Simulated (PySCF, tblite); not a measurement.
# C₄H₃F₄S radical: geometry, infrared bands and EPR parameters

Wanted: the infrared bands and EPR parameters of C₄H₃F₄S radical (`FCC(=S)[CH]C(F)(F)F`), by calculation.

The runs use tblite 0.8.0 and PySCF 2.14.0, with density-fitted response routines of our own; the level of theory stands in each step. All values are computed, except where a source is named. Atoms count from 0, in the outputs and in this text.

## 1. Starting geometry

12 atoms, charge 0, multiplicity 2; geometry from: force field or distance geometry start.

Bonds of the start (Å): F0–C1 1.37, C1–C2 1.51, C2–S3 1.42, C2–C4 1.47, C4–C5 1.50, C5–F6 1.40, C5–F7 1.38, C5–F8 1.36, C1–H9 1.09, C1–H10 1.13, C4–H11 1.09.

## 2. Optimising the geometry with GFN2-xTB

The job: settings as JSON, then the geometry in Å.

```
{"job": {"kind": "relax", "xc": "GFN2-xTB", "basis": "xTB"}, "charge": 0, "multiplicity": 2}
F      1.474500     1.166400    -1.183400
C      1.859800     0.177600    -0.320400
C      0.630600    -0.609500     0.050400
S      0.503500    -1.995200    -0.241300
C     -0.468800     0.125500     0.703200
C     -1.759900     0.226200    -0.046700
F     -2.460600     1.296900     0.519800
F     -2.494600    -0.893900     0.289700
F     -1.642200     0.396100    -1.393300
H      2.600000    -0.460000    -0.809300
H      2.315900     0.593200     0.626300
H     -0.557100    -0.023900     1.779100
```

On the command line:

```console
$ OMP_NUM_THREADS=1 python probes_run.py task.json out
```

The driver reads the jobs from task.json and runs them one after another.

**Question.** This job is followed by: GFN2-xTB harmonic vibrations, gas phase; UKS B3LYP, pcH-1 on C F H S, non-relativistic, mean-field spin-orbit, GIAO. What will the session give for the following? strongest single infrared mode (GFN2-xTB); zero-point energy (GFN2-xTB); g(iso) (B3LYP); ⟨S²⟩; largest a(iso) (averaged by class); potential on the surface of density 0.002 e/bohr³, 1st and 99th percentile; property runs in this session.

As calculated:

| quantity | value |
| --- | --- |
| strongest single infrared mode (GFN2-xTB) | 1032 cm⁻¹, 330 km/mol |
| zero-point energy (GFN2-xTB) | 40.5 kcal/mol |
| g(iso) (B3LYP) | 2.08377 |
| ⟨S²⟩ | 0.772 (exact 0.75) |
| largest a(iso) (averaged by class) | 13C on C4, 36.7 MHz |
| potential on the surface of density 0.002 e/bohr³, 1st and 99th percentile | -0.78 V and 1.35 V |
| property runs in this session | 1, of which 0 failed and 1 gave unsound results |

The optimisation took 114 steps and gained 2.856 eV; among the close pairs (by a distance rule), C2–S3 changed most, from 1.422 to 1.717 Å. All 30 modes are real, so the xTB geometry is a minimum. The strongest single mode, at 1032 cm⁻¹, moves mainly C5. GFN2-xTB is a fitted tight-binding method: band positions and strengths are rough. Its intensities can rank the bands wrongly. The largest share of the spin, 0.77 e, sits on S3. The isotropic g lies 81.4 ppt above the free-electron value. These values are not to be trusted: the run shows nearly degenerate orbitals, where second-order g theory doesn't apply.
